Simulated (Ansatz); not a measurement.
# IrRu2: the cost of one run

Method: DFT PBE, scalar-relativistic, plane waves, PAW, in Ansatz 0.2.0.

## 1. Starting point

Symmetry: P6/mmm, No. 191, hexagonal system. Conventional cell: a = 4.129 Å, b = 4.129 Å, c = 3.043 Å, α = 90.00°, β = 90.00°, γ = 120.00°. Around Ru (site symmetry -6m2) lie 3 Ir at 2.38 Å and 3 Ru at 2.38 Å. Around Ir (site symmetry 6/mmm) lie 6 Ru at 2.38 Å.

As a file:

```cif
data_structure
_symmetry_space_group_name_H-M 'P 1'
_symmetry_Int_Tables_number 1
_cell_length_a 4.1291
_cell_length_b 4.1291
_cell_length_c 3.0432
_cell_angle_alpha 90.000
_cell_angle_beta 90.000
_cell_angle_gamma 120.000
_cell_volume 44.93
loop_
_atom_site_label
_atom_site_type_symbol
_atom_site_fract_x
_atom_site_fract_y
_atom_site_fract_z
_atom_site_occupancy
Ru1 Ru 0.33333 0.66667 0.50000 1
Ru2 Ru 0.66667 0.33333 0.50000 1
Ir1 Ir 0.00000 0.00000 0.50000 1
```

Recipe of the guess: random cell by space group and Wyckoff sites (P6/mmm, No. 191). Lengths come from tabulated atomic sizes and are only a guess.

## 2. The guess as it stands, on a coarse mesh

input.yaml

```yaml
crystal:
  lattice:
    - [4.1290634, 0.0, 0.0]
    - [-2.0645317, 3.5758738, 0.0]
    - [0.0, 0.0, 3.04324054]
  atoms:
    - { symbol: Ru, position: [0.33333333, 0.66666667, 0.5] }
    - { symbol: Ru, position: [0.66666667, 0.33333333, 0.5] }
    - { symbol: Ir, position: [0.0, 0.0, 0.5] }
basis:
  ecutwfc: 420
kpoints:
  mp_grid: { grid: [6, 6, 6] }
hamiltonian:
  xc: pbe
scf:
  occupations: { method: gaussian, width: 0.1 }
  lower_state_search: "off"
output:
  forces: true
  stress: true
  eigenvalues: true
```

The run is started by

```bash
ansatz run input.yaml --threads 1 --pin off --max-ram 2560MiB --backend cpu --events-out ev --progress --plain --runs-dir out
```

**Question.** How long does this run take on 1 thread of Intel Xeon Gold 6455B (Sapphire Rapids), shared host, and how much memory does it need?

About 1.1 s, with a peak of 0.36 GiB.
